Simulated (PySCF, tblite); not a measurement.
**C3H7BFO2 radical: geometry, infrared bands and EPR parameters**

Wanted: the infrared bands and EPR parameters of C3H7BFO2 radical (`[CH2]OB(F)OCC`), by calculation.

Programs: tblite 0.8.0 and PySCF 2.14.0, with density-fitted response routines of our own. Each step states its level of theory. These are calculated values for one molecule in the gas phase, unless marked as measured. Atoms count from 0, in the outputs and in this text.

### Step 1. Starting geometry

14 atoms, charge 0, multiplicity 2; geometry from: force field or distance geometry start.

Bonds of the start (Å): C0–O1 1.40, O1–B2 1.44, B2–F3 1.46, B2–O4 1.48, O4–C5 1.42, C5–C6 1.52, C0–H7 1.11, C0–H8 1.11, C5–H9 1.11, C5–H10 1.12, C6–H11 1.10, C6–H12 1.12, C6–H13 1.11.

### Step 2. Optimising the geometry with GFN2-xTB

The job: settings as JSON, then the geometry in Å.

```
{"job": {"kind": "relax", "xc": "GFN2-xTB", "basis": "xTB"}, "charge": 0, "multiplicity": 2}
C      2.851400     0.152200     0.773900
O      2.049000    -0.615000    -0.086700
B      1.162200     0.326600    -0.727100
F      1.540200     0.961500    -1.984000
O     -0.155600     0.641200    -0.120100
C     -1.116100    -0.265900    -0.627200
C     -2.463400     0.054300    -0.008700
H      2.693500    -0.167000     1.828800
H      3.917900     0.024800     0.508800
H     -1.217700    -0.178200    -1.728100
H     -0.851800    -1.317700    -0.355700
H     -2.773500     1.083200    -0.265400
H     -2.412600    -0.042000     1.110400
H     -3.224100    -0.658500    -0.390800
```

On the command line:

```
OMP_NUM_THREADS=1 python probes_run.py task.json out
```

The driver reads the jobs from task.json and runs them one after another.

**Question.** This job is followed by: GFN2-xTB harmonic vibrations, gas phase; UKS B3LYP, pcH-1 on B C F H O, non-relativistic, mean-field spin-orbit, GIAO. What will the session give for the following? strongest single infrared mode (GFN2-xTB); zero-point energy (GFN2-xTB); g(iso) (B3LYP); ⟨S²⟩; largest a(iso) (averaged by class); potential on the surface of density 0.002 e/bohr³, 1st and 99th percentile.

**Answer**, as computed:

| quantity | value |
| --- | --- |
| strongest single infrared mode (GFN2-xTB) | 1376 cm⁻¹, 462 km/mol |
| zero-point energy (GFN2-xTB) | 64.5 kcal/mol |
| g(iso) (B3LYP) | 2.00306 |
| ⟨S²⟩ | 0.753 (exact 0.75) |
| largest a(iso) (averaged by class) | 13C on C0, 89.0 MHz |
| potential on the surface of density 0.002 e/bohr³, 1st and 99th percentile | -1.15 V and 1.17 V |

What this shows: Relaxing lowered the energy by 2.195 eV in 89 steps; the close pair that moved most is B2–O4, from 1.485 to 1.341 Å. No mode is imaginary among the 36: a minimum at this level. The strongest single mode, at 1376 cm⁻¹, is carried by B2, O1, C0. Unscaled tight-binding wavenumbers are off by several per cent, some by more. Its intensities can rank the bands wrongly. C0 carries the largest spin population, 0.99 e. The isotropic g lies 0.7 ppt above the free-electron value. These values are for one conformer; the search (at its own cheap level) found 2 more, at 0.22, 0.56 kcal/mol, and measured spectra average over such forms.
